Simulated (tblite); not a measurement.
# Ge41H44S: the cost of one run

Programs: tblite 0.8.0, with routines of our own; each step states its level. All values are computed. Atoms count from 0.

## 1. The system as given

86 atoms, charge 0, multiplicity 1; geometry from: force field, distance geometry or constructed start.

## 2. Relaxing the molecule with GFN2-xTB

What the job is given:

```
{"job": {"kind": "relax", "xc": "GFN2-xTB", "basis": "xTB"}, "charge": 0, "multiplicity": 1}
Ge    -2.248800    -3.160800     1.182500
Ge     0.506800    -5.950200     1.171000
Ge     0.532700    -3.164900    -1.613600
Ge    -2.303800    -3.175900     6.727600
S     -2.258600    -5.818600     3.941700
Ge     0.505100    -3.168900     3.945600
Ge    -0.900700    -4.590400     2.585800
Ge    -3.618000    -4.613200     5.301200
Ge    -5.043300    -3.172400     3.981800
Ge    -2.276200     5.197500    -1.622800
Ge    -0.881200     3.801000    -0.238700
Ge    -3.671300     3.804500    -3.016100
Ge    -2.267000     2.406400     1.167200
Ge     0.530100    -0.374400     1.164200
Ge    -2.261700    -0.364200    -1.610700
Ge     0.521200     2.413100    -1.619700
Ge    -0.873600     1.020400    -3.017700
Ge    -0.870800    -1.774700    -0.223200
Ge    -3.670300     1.017800    -0.222000
Ge    -2.270900     2.412600    -4.402100
Ge     0.520900    -0.368900    -4.409400
Ge    -5.052700    -0.381500     1.172300
Ge    -5.053400     2.416300    -1.613800
Ge    -2.267500    -0.390300     3.956100
Ge    -0.877500     1.011600     2.560000
Ge    -0.894600    -1.793500     5.359300
Ge    -3.667900    -1.776100     2.571100
Ge     3.309900    -3.167700     1.163300
Ge     1.906100    -4.565100    -0.218000
Ge     3.315300     5.203700    -1.623600
Ge     4.713100     3.815200    -0.233400
Ge     1.920100     3.806900    -3.015200
Ge     3.313400     2.417600     1.152100
Ge     3.317000    -0.374100    -1.622400
Ge     6.102000     2.423900    -1.630800
Ge     4.706300     1.029400    -3.018900
Ge     4.698200    -1.773700    -0.236400
Ge     1.912300    -1.762600    -3.014600
Ge     1.919100     1.015200    -0.231000
Ge     3.302700     2.413700    -4.414000
Ge     1.915200     1.014500    -5.803500
Ge     1.914800    -1.789700     2.559800
H     -3.124400    -4.029500     0.302400
H     -0.350900    -6.844200     0.306700
H      1.374800    -6.842900     2.043700
H     -0.350900    -4.033400    -2.493300
H     -1.453600    -4.024300     7.661800
H     -3.220100    -2.312600     7.574900
H      1.386900    -4.041600     4.822500
H     -4.515200    -5.458100     6.191500
H     -5.976900    -4.016300     3.134300
H     -5.878300    -2.305300     4.900100
H     -1.408000     6.087300    -2.492100
H     -3.142500     6.084300    -0.757500
H     -0.004500     4.676700     0.639700
H     -4.544600     4.682700    -3.890400
H     -3.129200     3.276300     2.035900
H     -3.130100    -1.239000    -2.485700
H     -1.409000     3.278200    -5.292300
H     -3.141700     1.545000    -5.293400
H     -0.354900    -1.248300    -5.282300
H     -5.936500    -1.251200     0.303500
H     -5.942500     0.483500     2.038600
H     -5.946200     3.282600    -0.752500
H     -5.940900     1.548300    -2.485100
H     -3.141000     0.492000     4.833800
H     -0.003500     1.888700     3.433400
H     -0.013000    -0.928300     6.247000
H      4.183000    -4.046400     2.031400
H      2.773400    -5.448300    -1.084100
H      4.178900     6.087000    -2.493500
H      2.444900     6.089100    -0.758300
H      5.584400     4.687800     0.647600
H      1.046900     4.684500    -3.888300
H      2.451700     3.284000     2.040100
H      4.189100     1.549600     2.043200
H      6.984500     3.289200    -2.496500
H      6.992900     1.558400    -0.756200
H      5.580900     0.149500    -3.893900
H      5.584800    -2.645800    -1.098500
H      5.589400    -0.910400     0.634900
H      2.780900    -2.643100    -3.885000
H      4.182700     3.284100    -5.285200
H      1.044100     1.882000    -6.697700
H      2.773700     0.153800    -6.693800
H      2.781100    -0.907700     3.436800
```

Launch:

```bash
OMP_NUM_THREADS=1 python large_run.py task.json out
```

This one command runs all jobs of the session in turn.

Q: Estimate the wall time and peak memory of this first job on 1 thread of Arm Neoverse N1, shared host.

About 4.5 min, with a peak of 0.17 GiB.
